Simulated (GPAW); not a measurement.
# Al in GPAW: reference runs

Aim: a first look at Al with PBE, on the cell as given.

Everything below comes from runs of GPAW 26.7.0. Logs are shortened: lines on timing, memory, paths and dates and some standing lists are left out, and cuts for length are marked. The log counts tension as positive stress, the text compression.

**1. The cell of the first run**

The cell holds a slab with vacuum, 5 atoms: a = 2.862 Å, b = 2.862 Å, c = 24.348 Å, α = 90.00°, β = 90.00°, γ = 120.00°.

**2. Single point, PBE (the (1 1 1) slab of Al, cut from the database cell, not relaxed)**

Input file run.py:

```python
import numpy as np
from ase import Atoms
from ase.dft.bandgap import bandgap
from ase.io import write
from ase.units import Bohr
from gpaw import GPAW, PW
from gpaw.elf import elf_from_dft_calculation

atoms = Atoms(['Al', 'Al', 'Al', 'Al', 'Al'],
              cell=[[2.862339966, 0, 0],
                    [-1.431169983, 2.4788591248, 0],
                    [0.0, 0.0, 24.3483631827]],
              scaled_positions=[[0.6666666667, 0.3333333333, 0.3080289194],
                                [0.3333333333, 0.6666666667, 0.4040144597],
                                [0.0, 0.0, 0.5],
                                [0.6666666667, 0.3333333333, 0.5959855403],
                                [0.3333333333, 0.6666666667, 0.6919710806]],
              pbc=True)
atoms.pbc = (True, True, False)

calc = GPAW(mode=PW(450),
            xc='PBE',
            kpts={'size': (11, 11, 1), 'gamma': True},
            occupations={'name': 'fermi-dirac', 'width': 0.05},
            nbands=19,
            convergence={'density': 1e-05, 'energy': 1e-05},
            maxiter=150,
            poissonsolver={'dipolelayer': 'xy'},
            txt='gpaw.txt')
atoms.calc = calc
energy = atoms.get_potential_energy()
forces = atoms.get_forces()
calc.write('gs.gpw')
write('result.traj', atoms)
print(f'Energy: {energy:.6f} eV')
print('Forces (eV/A):')
print(forces.round(4))
print('Fermi level:', round(calc.get_fermi_level(), 4), 'eV')
print(f'Gap: {bandgap(calc)[0]:.4f} eV, direct: {bandgap(calc, direct=True)[0]:.4f} eV')

v = calc.get_electrostatic_potential().mean(axis=(0, 1))
z = np.arange(len(v)) * atoms.cell[2, 2] / len(v)
ef = calc.get_fermi_level()
np.savetxt('planar.dat', np.c_[z, v], fmt='%.4f')
below, above = np.interp([1.5, atoms.cell[2, 2] - 1.5], z, v) - ef
print(f'Work functions: bottom {below:.4f} eV, top {above:.4f} eV')
print('Dipole moment:', *calc.get_dipole_moment().round(5), 'e A')

# fields on the real-space grid
write('density.cube', atoms, data=calc.get_pseudo_density() * Bohr**3)
write('potential.cube', atoms, data=calc.get_electrostatic_potential())
write('elf.cube', atoms, data=elf_from_dft_calculation(calc).data)
```

Potentials or basis: GPAW PAW data sets (gpaw-data 1.2.1), pw.

On the command line:

```
OMP_NUM_THREADS=1 python run.py
```

gpaw.txt:

```text
__  _  _
 | _ |_)|_||  |
 |__||  | ||/\| - 26.7.0

Input parameters:
  mode=PW(ecut=450.00000000000006),
  convergence={'density': 1e-05, 'energy': 1e-05},
  kpts=MonkhorstPack(size=(11, 11, 1), gamma=True),
  maxiter=150,
  nbands=19,
  occupations=Occupations(name='fermi-dirac', width=0.05),
  poissonsolver=PoissonSolver(dipolelayer='xy'),
  xc=XC(name='PBE')

Diagonalizing LCAO Hamiltonian
Converting LCAO to pw mode

        Al

           Al

       Al

        Al

           Al

Atoms  # Å, Bohr magnetons
|   | symbol |         x |        y |         z |    initial magnetic moments |
|---|--------|-----------|----------|-----------|-----------------------------|
| 0 |     Al |  1.431170 | 0.826286 |  7.500000 | ( 0.0000,  0.0000,  0.0000) |
| 1 |     Al | -0.000000 | 1.652573 |  9.837091 | ( 0.0000,  0.0000,  0.0000) |
| 2 |     Al |  0.000000 | 0.000000 | 12.174182 | ( 0.0000,  0.0000,  0.0000) |
| 3 |     Al |  1.431170 | 0.826286 | 14.511272 | ( 0.0000,  0.0000,  0.0000) |
| 4 |     Al | -0.000000 | 1.652573 | 16.848363 | ( 0.0000,  0.0000,  0.0000) |

Unit cell  # Å
| periodic |         x |        y |         z |   lengths |     angles |
|----------|-----------|----------|-----------|-----------|------------|
|      yes |  2.862340 | 0.000000 |  0.000000 |  2.862340 |  90.000000 |
|      yes | -1.431170 | 2.478859 |  0.000000 |  2.862340 |  90.000000 |
|       no |  0.000000 | 0.000000 | 24.348363 | 24.348363 | 120.000000 |

Number of symmetries: 12
Symmetry operations  # r_c * U_cc + t_c -> r_c
|    | kind |            matrix            |
|----|------|------------------------------|
|  0 |  σ   |  1, 1, 0,  0,-1, 0,  0, 0, 1 |
|  1 |  S6  |  1, 1, 0, -1, 0, 0,  0, 0,-1 |
|  2 |  E   |  1, 0, 0,  0, 1, 0,  0, 0, 1 |
|  3 |  C2  |  1, 0, 0, -1,-1, 0,  0, 0,-1 |
|  4 |  C2  |  0, 1, 0,  1, 0, 0,  0, 0,-1 |
|  5 |  C3  |  0, 1, 0, -1,-1, 0,  0, 0, 1 |
|  6 |  S6  |  0,-1, 0,  1, 1, 0,  0, 0,-1 |
|  7 |  σ   |  0,-1, 0, -1, 0, 0,  0, 0, 1 |
|  8 |  σ   | -1, 0, 0,  1, 1, 0,  0, 0, 1 |
|  9 |  i   | -1, 0, 0,  0,-1, 0,  0, 0,-1 |
| 10 |  C3  | -1,-1, 0,  1, 0, 0,  0, 0, 1 |
| 11 |  C2  | -1,-1, 0,  0, 1, 0,  0, 0,-1 |

BZ-sampling:
  Number of BZ points: 121
  Number of IBZ points: 16

  Monkhorst-Pack size: [11, 11, 1]
  Monkhorst-Pack shift: [0, 0, 0]

K-points  # in reciprocal-cell coordinates
|     |                                coordinates |     weight |
|-----|--------------------------------------------|------------|
|   0 | (  0.00000000,   0.00000000,   0.00000000) | 0.00826446 |
|   1 | (  0.09090909,   0.00000000,   0.00000000) | 0.04958678 |
|   2 | (  0.18181818,  -0.09090909,   0.00000000) | 0.04958678 |
|   3 | (  0.18181818,   0.00000000,   0.00000000) | 0.04958678 |
|   4 | (  0.27272727,  -0.09090909,   0.00000000) | 0.09917355 |
|   5 | (  0.27272727,   0.00000000,   0.00000000) | 0.04958678 |
|   6 | (  0.36363636,  -0.18181818,   0.00000000) | 0.04958678 |
|   7 | (  0.36363636,  -0.09090909,   0.00000000) | 0.09917355 |
|   8 | (  0.36363636,   0.00000000,   0.00000000) | 0.04958678 |
|   9 | (  0.36363636,   0.36363636,   0.00000000) | 0.04958678 |
| ... |                                            |            |
|  15 | (  0.45454545,   0.45454545,   0.00000000) | 0.04958678 |

Plane wave coefficients: 3807
Cutoff: 450.00000000000006 eV

Spin-components: 1 (collinear spins)
Bands:           19
Projectors:      25
Spin-degeneracy: 2
Datatype:        complex128

Parallelization:
  kpt:    1
  domain: 1
  band:   1

Density:
  Valence electrons: 15.0
  Components: 1
  Grid points: [ 15  15 120]
  Charge: 0.0  # |e|

Potential:
  Grid points: [ 15  15 120]

species:
  Al:
    name:    Aluminium
    Z:       13.0
    valence: 3
    core:    10
    charge:  0.0  # [|e|]
    compensation charges:
      type: gauss
      rc: 0.34  # [Å]
      lmax: 2
    cutoffs:
      filter: 1.91  # [Å]
      core: 2.36  # [Å]
    projectors
    | kind |    occ | energy [eV] | rcut [Å] |
    |------|--------|-------------|----------|
    |   3s |  2.000 |      -7.753 |    1.085 |
    |   3p |  1.000 |      -2.712 |    1.085 |
    |    s |        |      19.459 |    1.085 |
    |    p |        |      24.499 |    1.085 |
    |    d |        |       0.000 |    1.085 |

    Using partial waves for Al as LCAO basis

Reference energy: -33017.116324  # eV

eigensolver:
  PPCG
  Converge bands: occupied
  niter=2

density mixing:
  MSR1-Mixer
  Pratt-step length: 0.05
  Maximum mixing coefficient: 0.75
  Old densities: 10
  SVD Regularization: 0.005
  Good broyden scale: 1.0
  Trust region scale: 1.0
  Backstep threshold: 4.0
  History deletion threshold: 6.0
  Fourier metric: weight=20.0, sigma=0.015

occupation numbers:
  Fermi-Dirac:
    width: 0.0500  # eV

<gpaw.new.pw.poisson.DipoleLayerPWPoissonSolver object>
xc functional:
  name: PBE with 2 nearest neighbor stencil

convergence criteria:
- Maximum integral of absolute [dens]ity change: 1e-05 electrons / valence electron
- Maximum [total energy] change in last 3 cyles: 1e-05 eV / valence electron
- Maximum integral of absolute [eigenst]ate change: 4e-08 eV^2 / valence electron
maximum number of iterations: 150

SCF iterations
|iter     | |      energy | eigst |  dens |
|---------|-|-------------|-------|-------|
|iter:   1| |  -18.133353 | -0.13 |       |
|iter:   2| |  -18.031874 | -1.61 | -0.89 |
|iter:   3| |  -18.285506 | -2.41 | -0.94 |
|iter:   4| |  -17.967318 | -2.83 | -1.02 |
|iter:   5| |  -17.941210 | -3.17 | -1.38 |
|iter:   6| |  -17.940588 | -4.25 | -2.10 |
|iter:   7| |  -17.940402 | -5.30 | -2.62 |
|iter:   8| |  -17.940453 | -6.29 | -3.14 |
|iter:   9| |  -17.940434c| -7.12 | -3.53 |
|iter:  10| |  -17.940437c| -7.75c| -4.39 |
|iter:  11| |  -17.940437c| -8.31c| -5.18c|

Converged in 11 steps
Energy contributions relative to reference atoms: (reference = -33017.116324)

Energy contributions:
  Kinetic:          14.966584
  Coulomb:          -7.115329
  Zero:             -0.025979
  External:          0.000000
  Xc:              -25.755042
  Entropy:          -0.021343
  Spinorbit:         0.000000
  ----------------------------
  Free energy:     -17.951108
  Extrapolated:    -17.940437

dipole moment: (-2.455598, -4.253221, -0.000030)  # |e|*Ang

Fermi level: 1.381
Eigenvalues  # (at kpt = [0.000, 0.000, 0.000])
| band index |      eig [eV] | occ [0-2] |
|------------|---------------|-----------|
|          0 |        -9.512 |     2.000 |
|          1 |        -8.806 |     2.000 |
|          2 |        -7.700 |     2.000 |
|          3 |        -6.164 |     2.000 |
|          4 |        -4.260 |     2.000 |
|          5 |        -2.221 |     2.000 |
|          6 |         0.198 |     2.000 |
|          7 |         2.566 |     0.000 |
|          8 |         4.360 |     0.000 |
|          9 |         5.373 |     0.000 |
|         10 |         5.581 |     0.000 |
|         11 |         7.307 |     0.000 |
|         12 |         7.492 |     0.000 |
|         13 |        10.037 |     0.000 |
|         14 |        10.136 |     0.000 |
|        ... |               |           |
|         18 |        12.316 |     0.000 |

No gap
No difference between direct/indirect transitions
vacuum-level: 5.407  # V
Workfunctions: 4.027, 4.027 eV (top, bottom)

Forces  # eV/Ang
|        x |       y |        z |
|----------|---------|----------|
| -0.00000 | 0.00000 | -0.06213 |  # Al   0
|  0.00000 | 0.00000 |  0.08993 |  # Al   1
| -0.00000 | 0.00000 |  0.00000 |  # Al   2
|  0.00000 | 0.00000 | -0.08993 |  # Al   3
|  0.00000 | 0.00000 |  0.06213 |  # Al   4

# Writing to gs.gpw (mode='')
```

Wall time 17 s (1 thread of Arm Neoverse V2, shared host); peak memory 0.19 GiB.

What came out:

```yaml
Free_energy: -17.9511 eV
Largest_force: 0.090 eV/Å
Band_gap_on_the_k_mesh: none (metal or under the smearing width)
Dipole_across_the_slab: 0.00 e·Å
Work_function_of_the_upper_face: 4.03 eV
Work_function_of_the_lower_face: 4.03 eV
```

Forces on the atoms (eV/Å):
```
Al   0.000  0.000 -0.062
Al   0.000  0.000  0.090
Al   0.000  0.000  0.000
Al   0.000  0.000 -0.090
Al   0.000  0.000  0.062
```

Levels at points of the mesh, in eV from the Fermi level:
```csv
k point,band 5,band 6,band 7,band 8,band 9,band 10
"(0.00, 0.00, 0.00)",-5.64,-3.60,-1.18,1.19,2.98,3.99
```
